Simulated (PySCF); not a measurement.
# B: changing the method

Starting from one script, swap the method and compare what comes out for B.

The runs use PySCF 2.14.0; method and basis as typed in the scripts.

### 1 The atom

B: 1 atom, charge 0, spin multiplicity 2.

### 2 The base run

input.py

```python
from pyscf import gto, dft

mol = gto.M(
    atom='B 0 0 0',
    basis='pcseg-2',
    charge=0,
    spin=1,
    symmetry=True,
    verbose=4,
)
mf = dft.UKS(mol, xc='camb3lyp')
mf.kernel()
mf.dip_moment()
print('orbital energies (hartree):', [e[max(0, n-3):n+3].round(4) for e, n in zip(mf.mo_energy, mol.nelec)])
```

Command:

```console
$ python input.py
```

### 3 RKS

Edit 1 changes SCF type: UKS → RKS.

input.py

```python
from pyscf import gto, dft

mol = gto.M(
    atom='B 0 0 0',
    basis='pcseg-2',
    charge=0,
    spin=1,
    symmetry=True,
    verbose=4,
)
mf = dft.RKS(mol, xc='camb3lyp')
mf.kernel()
mf.dip_moment()
print('orbital energies (hartree):', mf.mo_energy[..., max(0, mol.nelec[1]-3):mol.nelec[0]+3].round(4))
```

### 4 NEVPT2 (ROHF)

Edit 2 changes step after the SCF: none → nevpt2; SCF type: UKS → ROHF; functional: camb3lyp → none (Hartree–Fock); active space: none → 3 electrons in 5 orbitals.

input.py

```python
from pyscf import gto, scf, mcscf, mrpt

mol = gto.M(
    atom='B 0 0 0',
    basis='pcseg-2',
    charge=0,
    spin=1,
    symmetry=True,
    verbose=4,
)
mf = scf.ROHF(mol)
mf.kernel()
mc = mcscf.CASSCF(mf, 5, 3)
mc.kernel()
mc.analyze()
mrpt.NEVPT(mc).kernel()
mf.dip_moment()
print('orbital energies (hartree):', mf.mo_energy[..., max(0, mol.nelec[1]-3):mol.nelec[0]+3].round(4))
```

### 5 EOM-IP (UHF)

Edit 3 changes step after the SCF: none → eomip; SCF type: UKS → UHF; functional: camb3lyp → none (Hartree–Fock); frozen orbitals: none → 1; number of roots: none → 5.

input.py: that of step 2 with these lines changed.

```diff
@@ -1,2 +1,2 @@
-from pyscf import gto, dft
+from pyscf import gto, scf, cc
 
@@ -10,4 +10,8 @@
 )
-mf = dft.UKS(mol, xc='camb3lyp')
+mf = scf.UHF(mol)
 mf.kernel()
+mycc = cc.CCSD(mf, frozen=1)
+mycc.kernel()
+e = mycc.ipccsd(nroots=5)[0]
+print('roots (eV) =', (e*27.211386).round(3))
 mf.dip_moment()
```

### 6 Pw91

Edit 4 changes functional: camb3lyp → pw91.

input.py: that of step 2 with these lines changed.

```diff
@@ -10,3 +10,3 @@
 )
-mf = dft.UKS(mol, xc='camb3lyp')
+mf = dft.UKS(mol, xc='pw91')
 mf.kernel()
```

### 7 CCSD(T) (UHF)

Edit 5 changes step after the SCF: none → ccsd(t); SCF type: UKS → UHF; functional: camb3lyp → none (Hartree–Fock).

input.py: that of step 2 with these lines changed.

```diff
@@ -1,2 +1,2 @@
-from pyscf import gto, dft
+from pyscf import gto, scf, cc
 
@@ -10,4 +10,7 @@
 )
-mf = dft.UKS(mol, xc='camb3lyp')
+mf = scf.UHF(mol)
 mf.kernel()
+mycc = cc.CCSD(mf)
+mycc.kernel()
+mycc.ccsd_t()
 mf.dip_moment()
```

What does the calculation give? Wanted: for each run, E(SCF); from base; gap, α spin; after the SCF.

**Answer**, as computed:

| run | E(SCF) (hartree) | from base (eV) | cycles | gap, α spin (eV) | after the SCF |
| --- | --- | --- | --- | --- | --- |
| base | -24.639420 | 0 | 7 | 5.41 | n/a |
| RKS | -24.639295 | +0.0034 | 7 | n/a | n/a |
| NEVPT2 (ROHF) | -24.525684 | not comparable | 8 | n/a | NEVPT2 correlation -1.736 eV (from the SCF energy, the CASSCF gain included) |
| EOM-IP (UHF) | -24.525923 | not comparable | 8 | 9.39 | CCSD correlation -1.770 eV, core frozen, first root 8.21 eV |
| pw91 | -24.633723 | not comparable | 6 | 0.45 | n/a |
| CCSD(T) (UHF) | -24.525923 | not comparable | 8 | 9.39 | CCSD(T) correlation -1.876 eV |

**Reading.** A lower total energy from another functional means nothing by itself.
